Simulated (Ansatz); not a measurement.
# C₂H₃AlO: small, medium and large basis sets

An exercise on one series of results from a longer session: the logs are not shown, and one member is left open.

The runs use Ansatz 0.2.0, Gaussian basis; one geometry, several basis sets.

Plan: PBE0-D4/def2-SVP; ωB97M-V/def2-SVP; PBE0-D4/def2-QZVPP; ωB97M-V/def2-QZVPP; the functionals' def2-TZVPP values are taken from earlier runs.

### The geometry

An earlier PBE0-D4 in a triple-zeta def2 set relaxation fixed the geometry.

SMILES `C=[C]1[O][AlH]1`, 7 atoms, charge 0, spin multiplicity 1.

Atoms are counted from 1 here; the program's logs count them from 0.

Bond lengths: C1–C2 1.321 Å, C1–H5 1.086 Å, C1–H6 1.082 Å, C2–O3 1.419 Å, C2–Al4 1.848 Å, O3–Al4 1.727 Å, Al4–H7 1.566 Å. Angles: C2–C1–H5 121.2°, C2–C1–H6 120.1°, H5–C1–H6 118.7°, C1–C2–O3 127.2°, C1–C2–Al4 170.6°, O3–C2–Al4 62.2°, C2–O3–Al4 71.2°, C2–Al4–O3 46.6°, C2–Al4–H7 173.2°, O3–Al4–H7 140.2°.

Set-up of the first run:

File in.yaml:

```yaml
crystal:
  periodic: [false, false, false]
  atoms:
    - {symbol: C, position_ang: [-0.566938, 0.915987, 0.957177]}
    - {symbol: C, position_ang: [-0.051791, 0.078408, 0.075463]}
    - {symbol: O, position_ang: [1.080965, -0.758255, 0.246907]}
    - {symbol: Al, position_ang: [0.445419, -0.999128, -1.340502]}
    - {symbol: H, position_ang: [-0.129771, 1.031914, 1.944780]}
    - {symbol: H, position_ang: [-1.439574, 1.502395, 0.702928]}
    - {symbol: H, position_ang: [0.722890, -1.839420, -2.632452]}
basis:
  gaussian: {orbitals: def2-SVP}
hamiltonian: {xc: pbe0, dispersion: d4}
output: {orbitals: {seedname: orbitals}}
```

Run with:

```bash
ansatz run in.yaml --threads 2 --pin off --events-out ev --progress --plain --max-ram 4352MiB
```

Steps of the session up to this table: PBE0-D4 in def2-SVP; ωB97M-V in def2-SVP; PBE0-D4 in def2-QZVPP; ωB97M-V in def2-QZVPP.

One of the session's tables, all rows but one given; the rest of the session is left out.

It belongs to the step «Functionals by basis». 

| functional | basis | HOMO (eV) | LUMO (eV) |
| --- | --- | --- | --- |
| PBE0-D4 | def2-SVP | -6.28 | -1.33 |
| PBE0-D4 | def2-TZVPP | ? | ? |
| PBE0-D4 | def2-QZVPP | -6.43 | -1.54 |
| ωB97M-V | def2-SVP | -8.49 | 0.39 |
| ωB97M-V | def2-TZVPP | -8.61 | 0.15 |
| ωB97M-V | def2-QZVPP | -8.64 | -0.06 |

**Question.** Estimate the row for PBE0-D4, def2-TZVPP.

**Answer.** HOMO (eV): -6.40; LUMO (eV): -1.48. In the column «HOMO (eV)» it lies between PBE0-D4, def2-QZVPP (-6.43) and PBE0-D4, def2-SVP (-6.28).
